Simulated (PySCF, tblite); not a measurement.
**C8H10O2: geometry, infrared bands, NMR shifts and electronic excitations**

Wanted: the infrared bands, NMR shifts and electronic excitations of C8H10O2 (`C=CC(=C)/C=C\OC(C)=O`), by calculation.

Computed with tblite 0.8.0 and PySCF 2.14.0, with density-fitted response routines of our own, on a single molecule in the gas phase. Atoms are numbered from 0 throughout.

### 1 The molecule as given

20 atoms, charge 0, multiplicity 1; geometry from: GFN2-xTB.

Bonds of the start (Å): C0–C1 1.33, C1–C2 1.46, C2–C3 1.34, C2–C4 1.46, C4–C5 1.33, C5–O6 1.37, O6–C7 1.35, C7–C8 1.50, C7–O9 1.20, C0–H10 1.08, C0–H11 1.08, C1–H12 1.08, C3–H13 1.08, C3–H14 1.08, C4–H15 1.08, C5–H16 1.08, C8–H17 1.09, C8–H18 1.09, C8–H19 1.09.

### 2 Vibrational analysis with GFN2-xTB

Job settings and geometry (Å):

```
{"job": {"kind": "ir", "xc": "GFN2-xTB", "basis": "xTB"}, "charge": 0, "multiplicity": 1}
C     -0.809124    -0.020148    -1.990528
C     -1.656025     0.218161    -0.998786
C     -1.814357    -0.620611     0.188552
C     -2.984519    -0.658604     0.835065
C     -0.696499    -1.440573     0.661739
C      0.585012    -1.084682     0.687903
O      1.023865     0.142659     0.254162
C      2.345877     0.399180     0.268483
C      2.608799     1.784452    -0.253258
O      3.179492    -0.383318     0.636462
H     -0.139373    -0.863595    -1.980676
H     -0.763614     0.616132    -2.858203
H     -2.341735     1.052847    -1.066723
H     -3.820888    -0.056139     0.524280
H     -3.137350    -1.289489     1.693996
H     -0.949957    -2.400413     1.087135
H      1.365679    -1.729388     1.073115
H      3.622442     2.083703    -0.005800
H      1.888273     2.481355     0.165284
H      2.488852     1.779147    -1.334935
```

**Question.** This job is followed by: PBE0-D3(BJ)/def2-SVP geometry optimisation, gas phase; GIAO PBE0/pcSseg-1 NMR shielding, non-relativistic, gas phase; TDDFT wB97X-D/def2-SVPD, vertical, gas phase, core orbitals frozen in the response; GIAO CAM-B3LYP/pcSseg-1 NMR shielding, non-relativistic, gas phase. Predict these results of the whole session: strongest single infrared mode (GFN2-xTB); zero-point energy (GFN2-xTB); point group; rotational constants (main isotopes); ¹³C shifts against TMS (PBE0/pcSseg-1); ¹H shifts against TMS (PBE0/pcSseg-1, means over atoms taken as alike); ¹⁷O shifts against H2O (PBE0/pcSseg-1); lowest singlet (wB97X-D/def2-SVPD); lowest triplet; vertical ionisation energy (ΔSCF); range of the shift of O9.

**Answer**, as computed:

| quantity | value |
| --- | --- |
| strongest single infrared mode (GFN2-xTB) | 1179 cm⁻¹, 643 km/mol |
| zero-point energy (GFN2-xTB) | 97.9 kcal/mol |
| point group | C1 |
| rotational constants (main isotopes) | 2.42, 0.77, 0.67 GHz |
| ¹³C shifts against TMS (PBE0/pcSseg-1) | 169.2, 149.4, 143.9, 140.5, 126.9, 124.9, 112.4, 21.7 ppm |
| ¹H shifts against TMS (PBE0/pcSseg-1, means over atoms taken as alike) | 7.50, 6.42, 5.53, 5.47, 5.47, 5.37, 5.35, 2.01 ppm |
| ¹⁷O shifts against H2O (PBE0/pcSseg-1) | 443.1, 264.6 ppm |
| lowest singlet (wB97X-D/def2-SVPD) | 5.30 eV (234 nm), f = 0.406 |
| lowest triplet | 3.09 eV |
| vertical ionisation energy (ΔSCF) | 8.41 eV |
| range of the shift of O9 | 443.1 to 452.4 ppm |

What this shows: The lowest mode is slightly imaginary (20i cm⁻¹), a soft motion within the noise of the Hessian, so the minimum is not strictly shown. The strongest single mode, at 1179 cm⁻¹, moves mainly C7. GFN2-xTB is a fitted tight-binding method: band positions and strengths are rough. Its intensities can rank the bands wrongly. The optimisation took 13 steps and gained 0.097 eV; among the close pairs (by a distance rule), C3–H13 changed most, from 1.077 to 1.093 Å. No frequency check was run at this level, so the end point may be a saddle. At PBE0/pcSseg-1: The largest span, 699 ppm, is at O9, where the paramagnetic term is -510 ppm. The first singlet state (HOMO→LUMO 0.85, HOMO−1→LUMO 0.11) lies at 5.30 eV and is bright. The lowest triplet lies 2.20 eV below the lowest singlet (triplets in Tamm-Dancoff, singlets in full TDDFT). ΔSCF puts the ionisation energy at 8.41 eV, 0.04 eV above −ε(HOMO). In ppm, O9 moves most: its shift spreads over 9.3 ppm, from 443.1 (PBE0/pcSseg-1) to 452.4 (CAM-B3LYP/pcSseg-1). Part of that comes from the computed reference.
